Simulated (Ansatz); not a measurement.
# GaH6NO: the cost of one run

All numbers below are computed with Ansatz 0.2.0 (RHF/def2-SVP).

**1. The system as given**

Bond lengths: Ga1–N3 1.930 Å, N3–H4 1.060 Å, N3–H5 1.060 Å, Ga1–H6 1.570 Å, Ga1–O7 2.090 Å, O7–H8 1.010 Å. Angles: Ga1–N3–H4 120.0°, Ga1–N3–H5 120.0°, H4–N3–H5 120.0°, N3–Ga1–H6 120.0°, N3–Ga1–O7 96.8°, H6–Ga1–O7 101.3°, Ga1–O7–H8 109.5°.

Structure file:

```xyz
9

Ga    0.0000    0.0000    0.0000
H     0.0000    0.0000    1.9200
N     1.6714    0.0000   -0.9650
H     2.1380   -0.9179   -1.2168
H     2.1227    0.9179   -1.2432
H    -1.3596    0.0000   -0.7850
O     0.0937    1.9812    0.6590
H     0.4923    2.0094    1.5866
H     0.0473    1.0000    1.8157
```

**2. A restrained relaxation towards end A**

Springs on the bonds that form and break draw the guess towards this end; the thresholds are loose.

Contents of input.yaml:

```yaml
crystal:
  periodic: [false, false, false]
  atoms:
    - { symbol: Ga, position_ang: [0.0, 0.0, 0.0] }
    - { symbol: H, position_ang: [0.0, 0.0, 1.92] }
    - { symbol: "N", position_ang: [1.6714, 0.0, -0.965] }
    - { symbol: H, position_ang: [2.138, -0.9179, -1.2168] }
    - { symbol: H, position_ang: [2.1227, 0.9179, -1.2432] }
    - { symbol: H, position_ang: [-1.3596, 0.0, -0.785] }
    - { symbol: O, position_ang: [0.0937, 1.9812, 0.659] }
    - { symbol: H, position_ang: [0.4923, 2.0094, 1.5866] }
    - { symbol: H, position_ang: [0.0473, 1.0, 1.8157] }
basis:
  gaussian: { orbitals: def2-SVP }
hamiltonian:
  xc: hf
relax:
  f_tol: 0.15
  max_steps: 25
  restrain:
    - { distance: [0, 6], at: 2.99, k: 30.0 }
    - { distance: [8, 1], at: 1.86, k: 30.0 }
    - { distance: [0, 1], at: 1.57, k: 30.0 }
    - { distance: [8, 6], at: 1.01, k: 30.0 }
```

On the command line:

```
ansatz run input.yaml --threads 1 --pin off --max-ram 2048MiB --backend cpu --events-out ev --progress --plain --runs-dir out
```

What time and memory should one allow on 1 thread of AMD EPYC 7R43 (Zen 3), shared host?

About 20 s, with a peak of 0.18 GiB.
